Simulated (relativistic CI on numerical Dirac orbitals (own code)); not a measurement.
**W⁺: one ion under different settings**

Aim: see what numerical and physical settings do to the SCF, the total energy and the lowest levels of W⁺.

The numbers are computed with relativistic CI on numerical Dirac orbitals (own code) version 3 (Dirac-Coulomb-Breit CI, KLI orbitals optimised for each configuration, model QED (radiative potential, 1s self-energy scaled to tabulated hydrogen-like ionisation energies), numerical settings as typed), except any that are marked as measured or tabulated.

### Step 1. What is computed

```
ion            : W⁺ (W II)
nuclear charge : 74
electrons      : 73
isotope        : A = 184
```

### Step 2. The usual input

Settings of the run:

```ini
atom W  Z=74  charge=1  electrons=73
nucleus A=184  rms_radius_fm=5.3658
hamiltonian dirac-coulomb  breit=on  qed=on  c_scale=1
orbitals kli  potential=per-configuration
slater_scale 1
correlation none
mixing on
grid step=0.0125 r_max=129.7
scf mixing=0.4 start=green max_iterations=150 tolerance=2e-08 node_fill=0.05
configurations
  [Xe] 4f14 5d4 6s
  [Xe] 4f14 5d5
  [Xe] 4f14 5d3 6s2
  [Xe] 4f14 5d4 6p
  [Xe] 4f14 5d2 6s2 6p
end
```

Command:

```bash
$ python run_levels.py task.json out
```

task.json lists these runs, among others, and the program works through them in turn.

### Step 3. Node fill 0.2, iteration limit 20

Settings: those of step 2 with these lines changed.

```diff
@@ -8,3 +8,3 @@
 grid step=0.0125 r_max=129.7
-scf mixing=0.4 start=green max_iterations=150 tolerance=2e-08 node_fill=0.05
+scf mixing=0.4 start=green max_iterations=20 tolerance=2e-08 node_fill=0.2
 configurations
```

### Step 4. QED terms off, Slater scale 0.6, nuclear radius 6.9755

Settings of the run:

```ini
atom W  Z=74  charge=1  electrons=73
nucleus A=184  rms_radius_fm=6.9755
hamiltonian dirac-coulomb  breit=on  qed=off  c_scale=1
orbitals kli  potential=per-configuration
slater_scale 0.6
correlation none
mixing on
grid step=0.0125 r_max=129.7
scf mixing=0.4 start=green max_iterations=150 tolerance=2e-08 node_fill=0.05
configurations
  [Xe] 4f14 5d4 6s
  [Xe] 4f14 5d5
  [Xe] 4f14 5d3 6s2
  [Xe] 4f14 5d4 6p
  [Xe] 4f14 5d2 6s2 6p
end
```

### Step 5. End of the grid 389.1

Settings of the run:

```ini
atom W  Z=74  charge=1  electrons=73
nucleus A=184  rms_radius_fm=5.3658
hamiltonian dirac-coulomb  breit=on  qed=on  c_scale=1
orbitals kli  potential=per-configuration
slater_scale 1
correlation none
mixing on
grid step=0.0125 r_max=389.1
scf mixing=0.4 start=green max_iterations=150 tolerance=2e-08 node_fill=0.05
configurations
  [Xe] 4f14 5d4 6s
  [Xe] 4f14 5d5
  [Xe] 4f14 5d3 6s2
  [Xe] 4f14 5d4 6p
  [Xe] 4f14 5d2 6s2 6p
end
```

### Step 6. Tolerance 1e-05

Settings: those of step 5 with these lines changed.

```diff
@@ -7,4 +7,4 @@
 mixing on
-grid step=0.0125 r_max=389.1
-scf mixing=0.4 start=green max_iterations=150 tolerance=2e-08 node_fill=0.05
+grid step=0.0125 r_max=129.7
+scf mixing=0.4 start=green max_iterations=150 tolerance=1e-05 node_fill=0.05
 configurations
```

### Step 7. Nuclear radius 536.58

Settings of the run:

```ini
atom W  Z=74  charge=1  electrons=73
nucleus A=184  rms_radius_fm=536.5800
hamiltonian dirac-coulomb  breit=on  qed=on  c_scale=1
orbitals kli  potential=per-configuration
slater_scale 1
correlation none
mixing on
grid step=0.0125 r_max=129.7
scf mixing=0.4 start=green max_iterations=65 tolerance=2e-08 node_fill=0.05
configurations
  [Xe] 4f14 5d4 6s
  [Xe] 4f14 5d5
  [Xe] 4f14 5d3 6s2
  [Xe] 4f14 5d4 6p
  [Xe] 4f14 5d2 6s2 6p
end
```

(Steps that only read results are left out.)

**Question.** What will these runs give? Wanted: lowest level, usual settings; total energy; first excitation.

**Answer**, as computed:

| setting | total energy less usual (Ha) | largest shift of a level among the lowest eight of both runs, same label and place (cm⁻¹) | SCF iterations | time | lowest level | kind of change |
| --- | --- | --- | --- | --- | --- | --- |
| usual | 0 | 0 | 65 | 0.67 s | 5d4 6s 6D1/2 | - |
| node fill 0.2, iteration limit 20 | 0.00683 | 368 | 69 | 0.69 s | 5d4 6s 6D1/2 | numerical |
| QED terms off, Slater scale 0.6, nuclear radius 6.9755 | -10.2 | 2290 | 65 | 0.64 s | 5d4 6s 6D1/2 | unphysical constant |
| end of the grid 389.1 | 0 | 0 | 65 | 0.68 s | 5d4 6s 6D1/2 | numerical |
| tolerance 1e-05 | 1.57e-06 | 0.331 | 52 | 0.62 s | 5d4 6s 6D1/2 | numerical |
| nuclear radius 536.58 | 1.91e+03 | - | 61 | 0.64 s | 5d5 6S5/2 | unsound |

```
                    quantity           value
lowest level, usual settings    5d4 6s 6D1/2
                total energy  -16127.1320 Ha
            first excitation     1007.4 cm⁻¹
```

What this shows: The lowest level changes under «nuclear radius 536.58». Among the runs whose levels can be followed, they move most under «QED terms off, Slater scale 0.6, nuclear radius 6.9755» (unphysical constant), by up to 2290 cm⁻¹. No visible change in the result comes from «end of the grid 389.1» or «tolerance 1e-05». Only the listed configurations are in the model. In a near-neutral ion this small CI can misplace whole configurations by 10,000 cm⁻¹ or more, above all where the count of f electrons changes.
